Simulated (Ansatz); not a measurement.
**C₃H₉Cl₂InOSi: a ladder of functionals and wavefunction methods**

How much do the methods differ for C₃H₉Cl₂InOSi? The plan is to run it at one geometry with functionals of several rungs and with coupled cluster, and see how far each lands from CCSD(T) at the basis-set limit for the atomisation energy.

The runs use Ansatz 0.2.0, Gaussian basis; functionals in def2-TZVPP, the program's frozen cores in correlated methods.

Plan: LDA (SPW92), PBE-D4, revPBE-D4, BLYP-D4, r2SCAN-D4, B97M-V, PBE0-D4, B3LYP-D4, r2SCANh-D4, r2SCAN0-D4, HSE06-D4, BHLYP-D4, CAM-B3LYP-D4, LC-ωPBE, ωB97X-V, ωB97M-V, B2PLYP, PBE-QIDH; CCSD(T)/def2-SVP; CCSD(T)/def2-TZVPP; MP2/def2-QZVPP; extrapolation to the limit; RPA on PBE.

**1. Structure used throughout**

All runs share one geometry, relaxed beforehand with PBE0-D4 in a triple-zeta def2 set. In takes the def2 core potential; no spin-orbit term is included.

17 atoms, charge 0, spin multiplicity 1.

Atoms are counted from 1 here; the program's logs count them from 0.

Bond lengths: C1–Si2 1.864 Å, C1–H9 1.094 Å, C1–H10 1.093 Å, C1–H11 1.093 Å, Si2–C3 1.870 Å, Si2–C4 1.870 Å, Si2–O5 1.657 Å, C3–H12 1.094 Å, C3–H13 1.094 Å, C3–H14 1.093 Å, C4–H15 1.094 Å, C4–H16 1.093 Å, C4–H17 1.094 Å, O5–In6 1.944 Å, In6–Cl7 2.292 Å, In6–Cl8 2.307 Å. Angles: Si2–C1–H9 111.0°, Si2–C1–H10 110.9°, Si2–C1–H11 110.9°, H9–C1–H10 108.0°, H9–C1–H11 108.0°, H10–C1–H11 107.9°, C1–Si2–C3 110.9°, C1–Si2–C4 110.9°, C1–Si2–O5 106.5°, C3–Si2–C4 109.6°, C3–Si2–O5 109.5°, C4–Si2–O5 109.5°, Si2–C3–H12 111.3°, Si2–C3–H13 111.1°, Si2–C3–H14 111.1°, H12–C3–H13 107.4°, H12–C3–H14 108.2°, H13–C3–H14 107.7° and more.

**2. LDA**

This LDA is Slater exchange with PW92 correlation.

The input, in.yaml:

```yaml
crystal:
  periodic: [false, false, false]
  atoms:
    - {symbol: C, position_ang: [-0.554739, -2.148384, -0.463823]}
    - {symbol: Si, position_ang: [-0.092690, -0.405043, 0.007088]}
    - {symbol: C, position_ang: [1.618936, -0.349840, 0.757436]}
    - {symbol: C, position_ang: [-1.329356, 0.308109, 1.214387]}
    - {symbol: O, position_ang: [-0.111729, 0.480952, -1.393008]}
    - {symbol: In, position_ang: [0.262940, 2.359036, -1.728408]}
    - {symbol: Cl, position_ang: [0.129105, 3.196721, -3.858051]}
    - {symbol: Cl, position_ang: [0.842933, 3.746061, 0.021039]}
    - {symbol: H, position_ang: [-0.564685, -2.801244, 0.413523]}
    - {symbol: H, position_ang: [-1.547573, -2.178600, -0.919288]}
    - {symbol: H, position_ang: [0.157751, -2.559284, -1.183267]}
    - {symbol: H, position_ang: [1.898624, 0.671604, 1.032870]}
    - {symbol: H, position_ang: [1.669959, -0.958192, 1.664963]}
    - {symbol: H, position_ang: [2.368249, -0.732139, 0.058881]}
    - {symbol: H, position_ang: [-1.066887, 1.333553, 1.491851]}
    - {symbol: H, position_ang: [-2.336317, 0.317126, 0.788334]}
    - {symbol: H, position_ang: [-1.363619, -0.280738, 2.135471]}
basis:
  gaussian: {orbitals: def2-TZVPP}
hamiltonian: {xc: lda}
output: {orbitals: {seedname: orbitals}}
```

Run with:

```console
> ansatz run in.yaml --threads 4 --pin off --events-out ev --progress --plain --max-ram 66560MiB --backend cuda --devices 0, --max-vram 37GiB
```

After this run come: PBE-D4 (GGA); revPBE-D4 (GGA); BLYP-D4 (GGA); r2SCAN-D4 (meta-GGA); B97M-V (meta-GGA); B3LYP-D4 (hybrid); r2SCANh-D4 (hybrid); r2SCAN0-D4 (hybrid); HSE06-D4 (hybrid); BHLYP-D4 (hybrid); CAM-B3LYP-D4 (range-separated); LC-ωPBE (range-separated); ωB97X-V (range-separated); ωB97M-V (range-separated); B2PLYP (double hybrid); PBE-QIDH (double hybrid); CCSD(T) in def2-SVP; CCSD(T) in def2-TZVPP; MP2 in def2-QZVPP; RPA on PBE orbitals.

Before running them: what should the planned runs give, taken together? Wanted: atomisation energy, CCSD(T)/CBS; farthest beyond LDA; mean size of error, GGA; mean size of error, meta-GGA; mean size of error, hybrid; mean size of error, range-separated; mean size of error, double hybrid; gap, smallest and largest; T1 diagnostic.

The runs gave:

```
                               quantity                                                                                                        value
        atomisation energy, CCSD(T)/CBS                                                                                                    65.066 eV
    functionals within 0.651 eV (1.0 %)  PBE-D4, r2SCAN-D4, B97M-V, PBE0-D4, r2SCANh-D4, HSE06-D4, CAM-B3LYP-D4, LC-ωPBE, ωB97X-V, ωB97M-V, PBE-QIDH
                    farthest beyond LDA                                                                                         BHLYP-D4 (-1.940 eV)
                mean size of error, GGA                                                                                                     0.882 eV
           mean size of error, meta-GGA                                                                                                     0.082 eV
             mean size of error, hybrid                                                                                                     0.703 eV
    mean size of error, range-separated                                                                                                     0.200 eV
      mean size of error, double hybrid                                                                                                     0.836 eV
              gap, smallest and largest                                                                    3.28 eV (LDA (SPW92)), 10.71 eV (LC-ωPBE)
                          T1 diagnostic                                                                                                       0.0129
triples share of the correlation energy                                                                                                        3.8 %
```

In words: The LDA atomisation energy is off by 8.102 eV (12 %): it overbinds. PBE-D4 misses by +0.414 eV. Double hybrids carry the basis error of their MP2 part in triple zeta, and no dispersion term here, so their miss is partly the set-up's. The rungs meta-GGA, range-separated miss on average by less than the doubt on the reference (0.651 eV), so they tie. The reference freezes the cores and leaves out spin-orbit coupling and excitations past (T), and its outer-core shells are covered unevenly, so misses under about 0.651 eV can't be ranked. All levels share the lack of spin-orbit coupling, which lowers the free heavy atoms and so the true binding. Hartree-Fock recovers 75 % of the binding; the rest is correlation. CCSD(T) in def2-SVP is off by -3.930 eV, which most functionals beat. Orbital gaps span 3.3 to 10.7 eV; exact exchange widens them. Correlated methods include outer-core shells of In, which these sets cover unevenly.
